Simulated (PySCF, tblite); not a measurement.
# C5H6N2O: geometry, infrared bands and NMR shifts

Wanted: the infrared bands and NMR shifts of C5H6N2O (`Nc1cnccc1O`), by calculation.

Programs: tblite 0.8.0 and PySCF 2.14.0, with density-fitted response routines of our own. Each step states its level of theory. These are calculated values for one molecule in the gas phase, unless marked as measured. Atoms count from 0, in the outputs and in this text.

## 1. The molecule as given

14 atoms, charge 0, multiplicity 1; geometry from: force field or distance geometry start.

Bonds of the start (Å): N0–C1 1.43, C1–C2 1.39, C2–N3 1.36, N3–C4 1.32, C4–C5 1.38, C5–C6 1.38, C6–O7 1.39, C6–C1 1.38, N0–H8 1.06, N0–H9 1.05, C2–H10 1.09, C4–H11 1.09, C5–H12 1.09, O7–H13 1.00.

## 2. Geometry optimisation with GFN2-xTB

The job: settings as JSON, then the geometry in Å.

```
{"job": {"kind": "relax", "xc": "GFN2-xTB", "basis": "xTB"}, "charge": 0, "multiplicity": 1}
N      2.130300    -0.085800    -0.059600
C      0.708400    -0.246500    -0.028200
C      0.221700    -1.526700     0.234600
N     -1.127500    -1.693800     0.264600
C     -1.973900    -0.695400     0.089600
C     -1.521500     0.583800    -0.171000
C     -0.156900     0.807500    -0.222200
O      0.406400     2.057300    -0.459600
H      2.714300    -0.563600    -0.801400
H      2.646100     0.510900     0.636600
H      0.876800    -2.380700     0.392000
H     -3.048000    -0.879400     0.125200
H     -2.240700     1.393400    -0.311100
H      0.363700     2.718600     0.288300
```

Launch:

```console
> OMP_NUM_THREADS=1 python probes_run.py task.json out
```

This one command runs all jobs of the session in turn.

**Question.** This job is followed by: GFN2-xTB harmonic vibrations, gas phase; GIAO PBE0/pcSseg-1 NMR shielding, non-relativistic, gas phase. What will the session give for the following? strongest single infrared mode (GFN2-xTB); zero-point energy (GFN2-xTB); ¹³C shifts against TMS (PBE0/pcSseg-1); ¹H shifts against TMS (PBE0/pcSseg-1, means over atoms taken as alike); ¹⁵N shifts against NH3 (PBE0/pcSseg-1); ¹⁷O shifts against H2O (PBE0/pcSseg-1).

**Answer**, as computed:

| quantity | value |
| --- | --- |
| strongest single infrared mode (GFN2-xTB) | 548 cm⁻¹, 264 km/mol |
| zero-point energy (GFN2-xTB) | 66.2 kcal/mol |
| ¹³C shifts against TMS (PBE0/pcSseg-1) | 154.2, 144.1, 140.5, 136.1, 112.9 ppm |
| ¹H shifts against TMS (PBE0/pcSseg-1, means over atoms taken as alike) | 8.26, 8.06, 6.47, 4.15, 3.49 ppm |
| ¹⁵N shifts against NH3 (PBE0/pcSseg-1) | 342.4, 58.7 ppm |
| ¹⁷O shifts against H2O (PBE0/pcSseg-1) | 112.2 ppm |

In words: Over 52 steps the energy fell by 1.133 eV; of the close pairs, N0–C1 changed most, 1.431 to 1.376 Å. No mode is imaginary among the 36: a minimum at this level. The strongest single mode, at 548 cm⁻¹, is carried by H9, H8, C6, N0. Unscaled tight-binding wavenumbers are off by several per cent, some by more. Its intensities can rank the bands wrongly. At PBE0/pcSseg-1: The largest span, 672 ppm, is at N3, where the paramagnetic term is -406 ppm. NICS(1)zz of -25 ppm above the planar ring from C1 marks a diatropic (aromatic) ring current.
